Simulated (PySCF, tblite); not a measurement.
# C5H2ClN3: geometry, infrared bands and NMR shifts

Aim: predict the infrared bands and NMR shifts of C5H2ClN3 (`N#Cc1cnncc1Cl`).

The runs use tblite 0.8.0 and PySCF 2.14.0, with density-fitted response routines of our own; the level of theory stands in each step. All values are computed, except where a source is named. Atoms are numbered from 0 throughout.

## 1. Starting geometry

11 atoms, charge 0, multiplicity 1; geometry from: force field or distance geometry start.

Bonds of the start (Å): N0–C1 1.17, C1–C2 1.43, C2–C3 1.37, C3–N4 1.35, N4–N5 1.33, N5–C6 1.36, C6–C7 1.40, C7–Cl8 1.75, C7–C2 1.39, C3–H9 1.10, C6–H10 1.09.

## 2. Relaxing the molecule with GFN2-xTB

What the job is given:

```
{"job": {"kind": "relax", "xc": "GFN2-xTB", "basis": "xTB"}, "charge": 0, "multiplicity": 1}
N      3.041500     0.942000    -0.264000
C      1.960400     0.513000    -0.171000
C      0.646500    -0.018400    -0.016600
C      0.472400    -1.351500     0.234100
N     -0.783700    -1.811500     0.375200
N     -1.831300    -1.003900     0.242900
C     -1.692300     0.320100    -0.015300
C     -0.409600     0.871900    -0.152200
Cl    -0.192000     2.570700    -0.489100
H      1.342300    -2.011500     0.344800
H     -2.548700     0.981600    -0.114600
```

The run is started by

```console
> OMP_NUM_THREADS=1 python probes_run.py task.json out
```

One launch serves the whole session: the jobs run in the order shown.

**Question.** This job is followed by: GFN2-xTB harmonic vibrations, gas phase; GIAO PBE0/pcSseg-1 NMR shielding, non-relativistic, gas phase. What will the session give for the following? strongest single infrared mode (GFN2-xTB); zero-point energy (GFN2-xTB); 13C shifts against TMS (PBE0/pcSseg-1); 1H shifts against TMS (PBE0/pcSseg-1); 15N shifts against NH3 (PBE0/pcSseg-1); 35Cl shifts against HCl (PBE0/pcSseg-1).

**Answer**, as computed:

```
                                 quantity                                  value
strongest single infrared mode (GFN2-xTB)                  2375 cm⁻¹, 108 km/mol
             zero-point energy (GFN2-xTB)                          39.2 kcal/mol
   13C shifts against TMS (PBE0/pcSseg-1)  155.8, 155.4, 152.5, 118.6, 116.8 ppm
    1H shifts against TMS (PBE0/pcSseg-1)                         9.77, 9.53 ppm
   15N shifts against NH3 (PBE0/pcSseg-1)                482.3, 457.2, 344.6 ppm
  35Cl shifts against HCl (PBE0/pcSseg-1)                                248 ppm
```

In words: Relaxing lowered the energy by 0.301 eV in 28 steps; the close pair that moved most is N5–C6, from 1.356 to 1.315 Å. No mode is imaginary among the 27: a minimum at this level. The strongest single mode, at 2375 cm⁻¹, moves mainly C1 and N0. Unscaled tight-binding wavenumbers are off by several per cent, some by more. Its intensities can rank the bands wrongly. NICS(1)zz of -26 ppm above the planar ring from C2 marks a diatropic (aromatic) ring current.
